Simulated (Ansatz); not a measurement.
# FHO₂SW: small, medium and large basis sets

The task here is to estimate one member of a computed series from the others.

Computed with Ansatz 0.2.0, Gaussian basis. Level: one geometry, several basis sets.

Plan: PBE0-D4/def2-SVP; ωB97M-V/def2-SVP; PBE0-D4/def2-QZVPP; ωB97M-V/def2-QZVPP; the functionals' def2-TZVPP values are taken from earlier runs.

**The relaxed structure**

An earlier PBE0-D4 in a triple-zeta def2 set relaxation fixed the geometry. W takes the def2 core potential; no spin-orbit term is included.

SMILES `[O]=[W]([OH])([F])=[S]`, 6 atoms, charge 0, spin multiplicity 1.

Atoms are counted from 1 here; the program's logs count them from 0.

Bond lengths: O1–W2 1.693 Å, W2–O3 1.865 Å, W2–F4 1.852 Å, W2–S5 2.128 Å, O3–H6 0.961 Å. Angles: O1–W2–O3 107.7°, O1–W2–F4 109.4°, O1–W2–S5 108.8°, O3–W2–F4 111.5°, O3–W2–S5 109.7°, F4–W2–S5 109.7°, W2–O3–H6 125.2°.

Set-up of the first run:

in.yaml

```yaml
crystal:
  periodic: [false, false, false]
  atoms:
    - {symbol: O, position_ang: [1.012166, -1.220182, -1.189740]}
    - {symbol: W, position_ang: [0.396853, -0.206929, 0.018650]}
    - {symbol: O, position_ang: [-0.889136, 0.892936, -0.765461]}
    - {symbol: F, position_ang: [1.779083, 0.783121, 0.753964]}
    - {symbol: S, position_ang: [-0.506829, -1.407355, 1.525042]}
    - {symbol: H, position_ang: [-1.750038, 1.094408, -0.388557]}
basis:
  gaussian: {orbitals: def2-SVP}
hamiltonian: {xc: pbe0, dispersion: d4}
output: {orbitals: {seedname: orbitals}}
```

Steps of the session up to this table: PBE0-D4 in def2-SVP; ωB97M-V in def2-SVP; PBE0-D4 in def2-QZVPP; ωB97M-V in def2-QZVPP.

One table of the session follows, with a row left open; its other results are not shown here.

```
functional       basis  HOMO (eV)  LUMO (eV)
   PBE0-D4    def2-SVP      -8.06      -2.60
   PBE0-D4  def2-TZVPP      -8.03      -2.62
   PBE0-D4  def2-QZVPP          ?          ?
   ωB97M-V    def2-SVP     -10.12      -0.47
   ωB97M-V  def2-TZVPP     -10.13      -0.53
   ωB97M-V  def2-QZVPP     -10.15      -0.60
```

Estimate the missing values for PBE0-D4, def2-QZVPP.

**Answer.** HOMO (eV): -8.05; LUMO (eV): -2.65. In the column «HOMO (eV)» it lies between PBE0-D4, def2-SVP (-8.06) and PBE0-D4, def2-TZVPP (-8.03).
